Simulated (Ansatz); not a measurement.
**GaH₃OS: basis-set convergence**

How large a basis does GaH₃OS need? Two functionals are run in growing sets.

Program: Ansatz 0.2.0, Gaussian basis. Level of theory: one geometry, several basis sets. These are calculated values, not measurements.

The runs, in order: PBE0-D4/def2-SVP; ωB97M-V/def2-SVP; PBE0-D4/def2-QZVPP; ωB97M-V/def2-QZVPP; the functionals' def2-TZVPP values are taken from earlier runs.

### 1 The relaxed structure

All runs share one geometry, relaxed beforehand with PBE0-D4 in a triple-zeta def2 set.

SMILES `[OH][GaH][SH]`, 6 atoms, charge 0, spin multiplicity 1.

Atoms are counted from 1 here; the program's logs count them from 0.

Bond lengths: O1–Ga2 1.786 Å, O1–H4 0.959 Å, Ga2–S3 2.188 Å, Ga2–H5 1.554 Å, S3–H6 1.345 Å. Angles: Ga2–O1–H4 114.2°, O1–Ga2–S3 112.6°, O1–Ga2–H5 123.1°, S3–Ga2–H5 124.3°, Ga2–S3–H6 92.3°.

### 2 PBE0-D4 in def2-SVP

File in.yaml:

```yaml
crystal:
  periodic: [false, false, false]
  atoms:
    - {symbol: O, position_ang: [-1.257706, -0.599896, -0.167364]}
    - {symbol: Ga, position_ang: [0.267314, 0.283504, -0.455024]}
    - {symbol: S, position_ang: [1.536465, 0.374881, 1.325001]}
    - {symbol: H, position_ang: [-1.832027, -0.651943, -0.934033]}
    - {symbol: H, position_ang: [0.636810, 0.913053, -1.827398]}
    - {symbol: H, position_ang: [0.649144, -0.319599, 2.058827]}
basis:
  gaussian: {orbitals: def2-SVP}
hamiltonian: {xc: pbe0, dispersion: d4}
output: {orbitals: {seedname: orbitals}}
```

After this run come: ωB97M-V in def2-SVP; PBE0-D4 in def2-QZVPP; ωB97M-V in def2-QZVPP.

**Question.** What will the summary of the whole plan be? Wanted: PBE0-D4: double and triple zeta above quadruple; ωB97M-V: double and triple zeta above quadruple.

As calculated:

```
                                       quantity           value
PBE0-D4: double and triple zeta above quadruple  14.83, 1.65 eV
ωB97M-V: double and triple zeta above quadruple  14.78, 1.59 eV
```

What this shows: For PBE0-D4 the step from double to triple zeta gains 13.17 eV and the next only 1.65 eV. Total energies overstate the basis error of differences, where much of it tends to cancel.
